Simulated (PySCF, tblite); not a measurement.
# C₄H₉F₂NSi₂: geometry, infrared bands and NMR shifts

What infrared bands and NMR shifts should C₄H₉F₂NSi₂ (`CC#CC(F)(F)[SiH2][SiH2]N`) show?

The runs use tblite 0.8.0 and PySCF 2.14.0, with density-fitted response routines of our own; the level of theory stands in each step. All values are computed, except where a source is named. Atoms are numbered from 0 throughout.

## Step 1: The starting structure

18 atoms, charge 0, multiplicity 1; geometry from: force field or distance geometry start.

Bonds of the start (Å): C0–C1 1.47, C1–C2 1.19, C2–C3 1.47, C3–F4 1.36, C3–F5 1.37, C3–Si6 1.83, Si6–Si7 2.30, Si7–N8 1.70, C0–H9 1.09, C0–H10 1.09, C0–H11 1.09, Si6–H12 1.48, Si6–H13 1.50, Si7–H14 1.48, Si7–H15 1.48, N8–H16 1.02, N8–H17 1.02.

## Step 2: Geometry optimisation with GFN2-xTB

What the job is given:

```
{"job": {"kind": "relax", "xc": "GFN2-xTB", "basis": "xTB"}, "charge": 0, "multiplicity": 1}
C      4.406400     0.517600    -0.044800
C      2.997400     0.103200     0.071400
C      1.866400    -0.257300     0.188700
C      0.462500    -0.689400     0.308900
F      0.321900    -1.848300    -0.393500
F      0.256600    -1.048700     1.616600
Si    -0.816600     0.519000    -0.200900
Si    -2.817900    -0.545000     0.163400
N     -4.193000     0.394300    -0.202000
H      4.469300     1.610600    -0.062900
H      4.838300     0.127600    -0.966200
H      4.987500     0.153600     0.802000
H     -0.693200     0.928800    -1.621100
H     -0.772400     1.779200     0.603800
H     -3.010600    -0.903000     1.583700
H     -2.967100    -1.767900    -0.654500
H     -4.314200     1.124900     0.505800
H     -5.030100    -0.192800    -0.136700
```

The run is started by

```bash
$ OMP_NUM_THREADS=1 python probes_run.py task.json out
```

The driver reads the jobs from task.json and runs them one after another.

**Question.** This job is followed by: GFN2-xTB harmonic vibrations, gas phase; GIAO PBE0/pcSseg-1 NMR shielding, non-relativistic, gas phase. What will the session give for the following? strongest single infrared mode (GFN2-xTB); zero-point energy (GFN2-xTB); 13C shifts against TMS (PBE0/pcSseg-1); 1H shifts against TMS (PBE0/pcSseg-1, means over atoms taken as alike); 19F shifts against CFCl3 (PBE0/pcSseg-1, means over atoms taken as alike); 29Si shifts against TMS (PBE0/pcSseg-1); 15N shifts against NH3 (PBE0/pcSseg-1).

**Answer**, as computed:

| quantity | value |
| --- | --- |
| strongest single infrared mode (GFN2-xTB) | 655 cm⁻¹, 700 km/mol |
| zero-point energy (GFN2-xTB) | 72.0 kcal/mol |
| 13C shifts against TMS (PBE0/pcSseg-1) | 124.6, 98.4, 80.3, 4.9 ppm |
| 1H shifts against TMS (PBE0/pcSseg-1, means over atoms taken as alike) | 5.28, 4.20, 2.16, -0.27 ppm |
| 19F shifts against CFCl3 (PBE0/pcSseg-1, means over atoms taken as alike) | -106.4 ppm |
| 29Si shifts against TMS (PBE0/pcSseg-1) | -51.5, -61.2 ppm |
| 15N shifts against NH3 (PBE0/pcSseg-1) | -2.0 ppm |

**Reading.** The optimisation took 87 steps and gained 0.496 eV; among the close pairs (by a distance rule), C3–Si6 changed most, from 1.832 to 1.948 Å. The lowest mode is slightly imaginary (13i cm⁻¹), a soft motion within the noise of the Hessian, so the minimum is not strictly shown. The strongest single mode, at 655 cm⁻¹, is spread over several atoms, H13, H12, H14, H15 among them. Unscaled tight-binding wavenumbers are off by several per cent, some by more. Its intensities can rank the bands wrongly. At PBE0/pcSseg-1: The largest span, 269 ppm, is at C2, where the paramagnetic term is -145 ppm.
